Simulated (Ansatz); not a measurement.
**CH6S2Si: basis-set convergence**

How large a basis does CH6S2Si need? Two functionals are run in growing sets.

Program: Ansatz 0.2.0, Gaussian basis. Level of theory: one geometry, several basis sets. These are calculated values, not measurements.

The runs, in order: PBE0-D4/def2-SVP; ωB97M-V/def2-SVP; PBE0-D4/def2-QZVPP; ωB97M-V/def2-QZVPP; the functionals' def2-TZVPP values are taken from earlier runs.

## Step 1: The relaxed structure

All runs share one geometry, relaxed beforehand with PBE0-D4 in a triple-zeta def2 set.

SMILES `C[SiH2]SS`, 10 atoms, charge 0, spin multiplicity 1.

Atoms are counted from 1 here; the program's logs count them from 0.

Bond lengths: C1–Si2 1.861 Å, C1–H5 1.092 Å, C1–H6 1.093 Å, C1–H7 1.092 Å, Si2–S3 2.151 Å, Si2–H8 1.487 Å, Si2–H9 1.489 Å, S3–S4 2.065 Å, S4–H10 1.346 Å. Angles: Si2–C1–H5 110.7°, Si2–C1–H6 110.1°, Si2–C1–H7 110.3°, H5–C1–H6 108.6°, H5–C1–H7 108.7°, H6–C1–H7 108.3°, C1–Si2–S3 112.2°, C1–Si2–H8 110.9°, C1–Si2–H9 111.6°, S3–Si2–H8 108.5°, S3–Si2–H9 103.8°, H8–Si2–H9 109.5°, Si2–S3–S4 98.3°, S3–S4–H10 98.1°.

As a file:

```mol
CH6S2Si
  3D, bonds by distance, orders not assigned

 10  9  0  0  0  0  0  0  0  0999 V2000
   -0.3160    1.3553   -0.4498 C   0  0
    0.3160   -0.3652   -0.7700 Si  0  0
    1.4767   -1.1232    0.8748 S   0  0
    0.0111   -1.0560    2.3276 S   0  0
    0.5129    2.0510   -0.3059 H   0  0
   -0.9169    1.6990   -1.2961 H   0  0
   -0.9426    1.3688    0.4441 H   0  0
   -0.8071   -1.3047   -1.0271 H   0  0
    1.2632   -0.3974   -1.9181 H   0  0
   -0.5141   -2.2788    2.1234 H   0  0
  1  2  8  0
  2  3  8  0
  3  4  8  0
  1  5  8  0
  1  6  8  0
  1  7  8  0
  2  8  8  0
  2  9  8  0
  4 10  8  0
M  END
```

## Step 2: PBE0-D4 in def2-SVP

in.yaml

```yaml
crystal:
  periodic: [false, false, false]
  atoms:
    - {symbol: C, position_ang: [-0.315983, 1.355340, -0.449788]}
    - {symbol: Si, position_ang: [0.315958, -0.365237, -0.769975]}
    - {symbol: S, position_ang: [1.476723, -1.123154, 0.874834]}
    - {symbol: S, position_ang: [0.011137, -1.055983, 2.327555]}
    - {symbol: H, position_ang: [0.512896, 2.050981, -0.305882]}
    - {symbol: H, position_ang: [-0.916904, 1.698999, -1.296088]}
    - {symbol: H, position_ang: [-0.942593, 1.368790, 0.444112]}
    - {symbol: H, position_ang: [-0.807140, -1.304697, -1.027133]}
    - {symbol: H, position_ang: [1.263225, -0.397381, -1.918100]}
    - {symbol: H, position_ang: [-0.514120, -2.278758, 2.123365]}
basis:
  gaussian: {orbitals: def2-SVP}
hamiltonian: {xc: pbe0, dispersion: d4}
output: {orbitals: {seedname: orbitals}}
```

Command:

```bash
> ansatz run in.yaml --threads 2 --pin off --events-out ev --progress --plain --max-ram 4352MiB
```

The runs that follow: ωB97M-V in def2-SVP; PBE0-D4 in def2-QZVPP; ωB97M-V in def2-QZVPP.

**Question.** What will the summary of the whole plan be? Wanted: PBE0-D4: double and triple zeta above quadruple; ωB97M-V: double and triple zeta above quadruple.

The runs gave:

| quantity | value |
| --- | --- |
| PBE0-D4: double and triple zeta above quadruple | 12.73, 1.00 eV |
| ωB97M-V: double and triple zeta above quadruple | 12.74, 0.95 eV |

**Reading.** PBE0-D4 gains 11.74 eV from double to triple zeta, then 1.00 eV more. These are total energies; as a rule much of such shifts cancels in differences, which this series doesn't test. The LUMO of ωB97M-V is positive and keeps falling with the basis (1.46 to 0.78 eV): an unbound level that the basis holds in place.
